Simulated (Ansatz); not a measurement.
# Sc: LAPW beside PAW

Does the method matter for Sc? The same cell, functional and mesh are run with all-electron LAPW, PAW on the default files and all-electron PAW on datasets made for the crystal.

Computed with Ansatz 0.2.0 (DFT PBEsol, scalar-relativistic, unless a step's input says otherwise).

## (1) The starting structure

The structure is hexagonal, space group P6_3/mmc (No. 194). Conventional cell: a = 3.291 Å, b = 3.291 Å, c = 5.333 Å, α = 90.00°, β = 90.00°, γ = 120.00°. Around Sc (site symmetry -6m2) lie 12 Sc at 3.27 to 3.29 Å.

As a file:

```
Sc
1.0
     3.29122    0.00000    0.00000
    -1.64561    2.85028    0.00000
     0.00000    0.00000    5.33257
Sc
2
Cartesian
  0.0000 1.9002 1.3331
  1.6456 0.9501 3.9994
```

The cell is one relaxed in the Materials Project, used as it stands.

Atoms are numbered in the order of the input: Sc1, Sc2.

## (2) All-electron LAPW

File input.yaml:

```yaml
crystal:
  lattice:
    - [3.2912249515, 0.0, 0.0]
    - [-1.6456124757, 2.8502844175, 0.0]
    - [0.0, 0.0, 5.33257239]
  atoms:
    - { symbol: Sc, position: [0.3333333333, 0.6666666667, 0.25], spin: 1.0 }
    - { symbol: Sc, position: [0.6666666667, 0.3333333333, 0.75], spin: 1.0 }
magnetization:
  spin_polarized: true
kpoints:
  mp_grid: { grid: [14, 14, 8] }
  band_path:
    path:
      - [0.0, 0.0, 0.0]
      - [0.5, 0.0, 0.0]
      - [0.3333333333, 0.3333333333, 0.0]
      - [0.0, 0.0, 0.0]
      - [0.0, 0.0, 0.5]
      - [0.5, 0.0, 0.5]
      - [0.3333333333, 0.3333333333, 0.5]
      - [0.0, 0.0, 0.5]
      - [0.5, 0.0, 0.5]
    npoints: 8
scf:
  occupations: { method: fermi_dirac, width: 0.08 }
hamiltonian:
  xc: pbesol
  pseudopotentials: { kind: all_electron, lapw: { basis_error: 0.00025 } }
output:
  forces: true
  stress: true
  eigenvalues: true
  populations: true
  dos: { projected: true, de: 0.2, e_range: [-14, 8] }
```

## (3) PAW on the default files

input.yaml, as its differences from that of step 2:

```diff
@@ -28,3 +28,3 @@
   xc: pbesol
-  pseudopotentials: { kind: all_electron, lapw: { basis_error: 0.00025 } }
+  pseudopotentials: { kind: paw }
 output:
@@ -33,3 +33,5 @@
   eigenvalues: true
+  efg: { contact_densities: true }
   populations: true
+  bader: true
   dos: { projected: true, de: 0.2, e_range: [-14, 8] }
```

## (4) All-electron PAW on datasets made for the crystal

input.yaml, as its differences from that of step 3:

```diff
@@ -28,3 +28,3 @@
   xc: pbesol
-  pseudopotentials: { kind: paw }
+  pseudopotentials: { kind: all_electron, datasets: crystal }
 output:
@@ -34,4 +34 @@
   efg: { contact_densities: true }
-  populations: true
-  bader: true
-  dos: { projected: true, de: 0.2, e_range: [-14, 8] }
```

(Steps that only read results are left out.)

Q: Predict the outcome of this session. Wanted: pressure; gap.

**Answer**, as computed:

| quantity | value |
| --- | --- |
| pressure | LAPW -2.72, PAW -2.73, crystal datasets -2.72 GPa |
| gap (LAPW) | none |

**Reading.** The pressure of -2.7 GPa pushes the cell to shrink, with the atoms held in place. There is no gap at this level; the crystal is a metal here. Within 0.3 eV of the Fermi level the largest projected share is Sc 3d (95 %). The projection holds only the free atom's occupied shells (Sc 4s, Sc 3d in this range). The field gradient at Sc1, the largest by crystal datasets, is 0.56 by PAW and 0.57 by crystal datasets (10²¹ V/m²), within 5 %. PAW lies less than 0.01 GPa from LAPW in pressure. LAPW took about 2.1 times as long as PAW (60 s against 29 s, on a shared host and with the outputs that each input asks for).
